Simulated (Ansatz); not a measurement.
**GeN (charge +1): ladder of methods at one geometry, by script**

The task here is to estimate one member of a computed series from the others.

Computed with the Python package of Ansatz 0.2.0. The levels of theory stand in the script.

## Starting point

Bond lengths: Ge1–N2 1.915 Å.

The script holds or builds the structure itself.

The first run:

File methods.py:

```python
"""GeN(+) at several levels of theory."""

import argparse

import ansatz
from ase import Atoms

parser = argparse.ArgumentParser(description="GeN(+) at several levels of theory.")
parser.add_argument("--basis-set", required=True, help="basis")
parser.add_argument("--net-charge", type=int, default=1, help="electrons removed")
args = parser.parse_args()

atoms = Atoms(["Ge", "N"], positions=[
    (0.0, 0.0, 0.0),
    (0.0, 0.0, 1.915),
])
system = ansatz.Crystal.molecule_from_ase(atoms)

calc = (
    system.calculation()
    .basis(gaussian=args.basis_set)
    .charge(args.net_charge)
    .spin("collinear", total=2)
    .accuracy("medium")
)

methods = ["mp2", "ccsd", "ccsd_t", "ccsdt_q"]
reports = [calc.correlation(m).run().report for m in methods]
print(f"Hartree-Fock reference {reports[0]['reference_energy_ev'] / 27.211386246:.6f} Ha")
best = reports[-1]["free_energy_ev"] - reports[-1]["reference_energy_ev"]
for method, each in zip(methods, reports):
    gained = each["free_energy_ev"] - each["reference_energy_ev"]
    print(f"{method:8s} total {each['free_energy_ev'] / 27.211386246:.6f} Ha  correlation {gained:9.4f} eV  ({100 * gained / best:.1f} % of the last)")
```

Launch:

```
$ python methods.py --basis-set def2-SVP
```

Among the steps run: Running it.

One of the session's tables, all rows but one given; the rest of the session is left out.

It belongs to the step «What each run gave». Correlation energies (total less mean field):

```
 method  correlation (eV)
    mp2                 ?
   ccsd            -8.038
 ccsd_t            -8.280
ccsdt_q            -8.309
```

**Question.** Estimate the row for mp2.

As computed: correlation (eV): -7.454. In the column «correlation (eV)» it is the highest.

To keep in mind: A lower total doesn't mark the better method: functionals have no common bound, and MP2 and coupled cluster aren't variational.
- The run takes the species as open-shell (spin multiplicity 3), which needn't be its ground state.
- Inner cores stay frozen; a filled d shell under the valence of the heavier atoms is correlated with it.
- The spin state was assumed, and another may lie lower.
